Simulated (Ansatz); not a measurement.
# C2H7BO2: a ladder of functionals and wavefunction methods

Aim: compute C2H7BO2 with functionals from several rungs and with coupled cluster, and see how far each lands from CCSD(T) at the basis-set limit for the atomisation energy.

Computed with Ansatz 0.2.0, Gaussian basis. Level: functionals in def2-TZVPP, the program's frozen cores in correlated methods.

Plan: PBE-D4, r2SCAN-D4, PBE0-D4, B3LYP-D4, ωB97X-V, ωB97M-V, B2PLYP; CCSD(T)/def2-TZVPP; MP2/def2-QZVPP; extrapolation to the limit.

**1. Structure used throughout**

The geometry comes from an earlier relaxation with PBE0-D4 in a triple-zeta def2 set; it is a stationary point, not always the lowest conformer.

SMILES `CBOCO`, 12 atoms, charge 0, spin multiplicity 1.

Atoms are counted from 1 here; the program's logs count them from 0.

Bond lengths: C1–B2 1.558 Å, C1–H6 1.096 Å, C1–H7 1.091 Å, C1–H8 1.095 Å, B2–O3 1.354 Å, B2–H9 1.206 Å, O3–C4 1.410 Å, C4–O5 1.385 Å, C4–H10 1.093 Å, C4–H11 1.096 Å, O5–H12 0.962 Å. Angles: B2–C1–H6 109.7°, B2–C1–H7 113.6°, B2–C1–H8 110.4°, H6–C1–H7 108.6°, H6–C1–H8 105.3°, H7–C1–H8 108.9°, C1–B2–O3 119.7°, C1–B2–H9 122.2°, O3–B2–H9 118.1°, B2–O3–C4 121.3°, O3–C4–O5 111.2°, O3–C4–H10 110.4°, O3–C4–H11 106.4°, O5–C4–H10 106.6°, O5–C4–H11 111.9°, H10–C4–H11 110.4°, C4–O5–H12 108.6°.

**2. PBE-D4 (GGA)**

Input file in.yaml:

```yaml
crystal:
  periodic: [false, false, false]
  atoms:
    - {symbol: C, position_ang: [-1.827057, 0.854769, -0.636171]}
    - {symbol: B, position_ang: [-0.556308, -0.043249, -0.553790]}
    - {symbol: O, position_ang: [0.140458, -0.115781, 0.605390]}
    - {symbol: C, position_ang: [1.335958, -0.858352, 0.696675]}
    - {symbol: O, position_ang: [2.446305, -0.036184, 0.597996]}
    - {symbol: H, position_ang: [-1.693154, 1.613035, -1.416380]}
    - {symbol: H, position_ang: [-2.067023, 1.358377, 0.301863]}
    - {symbol: H, position_ang: [-2.693291, 0.263631, -0.952636]}
    - {symbol: H, position_ang: [-0.167293, -0.693253, -1.492175]}
    - {symbol: H, position_ang: [1.403964, -1.573431, -0.126762]}
    - {symbol: H, position_ang: [1.300285, -1.384601, 1.657090]}
    - {symbol: H, position_ang: [2.454055, 0.559742, 1.352901]}
basis:
  gaussian: {orbitals: def2-TZVPP}
hamiltonian: {xc: pbe, dispersion: d4}
output: {forces: true, orbitals: {seedname: orbitals}}
```

The run is started by

```bash
$ ansatz run in.yaml --threads 4 --pin off --events-out ev --progress --plain --max-ram 10444MiB
```

After this run come: r2SCAN-D4 (meta-GGA); PBE0-D4 (hybrid); B3LYP-D4 (hybrid); ωB97X-V (range-separated); ωB97M-V (range-separated); B2PLYP (double hybrid); CCSD(T) in def2-TZVPP; MP2 in def2-QZVPP.

Q: Predict the results of all the runs planned. Wanted: atomisation energy, CCSD(T)/CBS; farthest; mean size of error, hybrid; mean size of error, range-separated; gap, smallest and largest; T1 diagnostic; triples share of the correlation energy.

As calculated:

| quantity | value |
| --- | --- |
| atomisation energy, CCSD(T)/CBS | 48.996 eV |
| functionals within 0.245 eV (0.5 %) | r2SCAN-D4, PBE0-D4, B3LYP-D4, ωB97X-V, ωB97M-V |
| farthest | PBE-D4 (+1.102 eV) |
| mean size of error, hybrid | 0.115 eV |
| mean size of error, range-separated | 0.163 eV |
| gap, smallest and largest | 6.07 eV (PBE-D4), 13.24 eV (ωB97X-V) |
| T1 diagnostic | 0.0124 |
| triples share of the correlation energy | 3.6 % |

What this shows: PBE-D4 misses by +1.102 eV. Double hybrids carry the basis error of their MP2 part in triple zeta, and no dispersion term here, so their miss is partly the set-up's. Misses under about 0.245 eV are within the doubt on the reference itself, which lacks core-valence correlation, relativity and higher excitations. Hartree-Fock recovers 74 % of the binding; the rest is correlation. The gap grows from 6.1 to 13.2 eV across the functionals, mostly with the share of exact exchange.
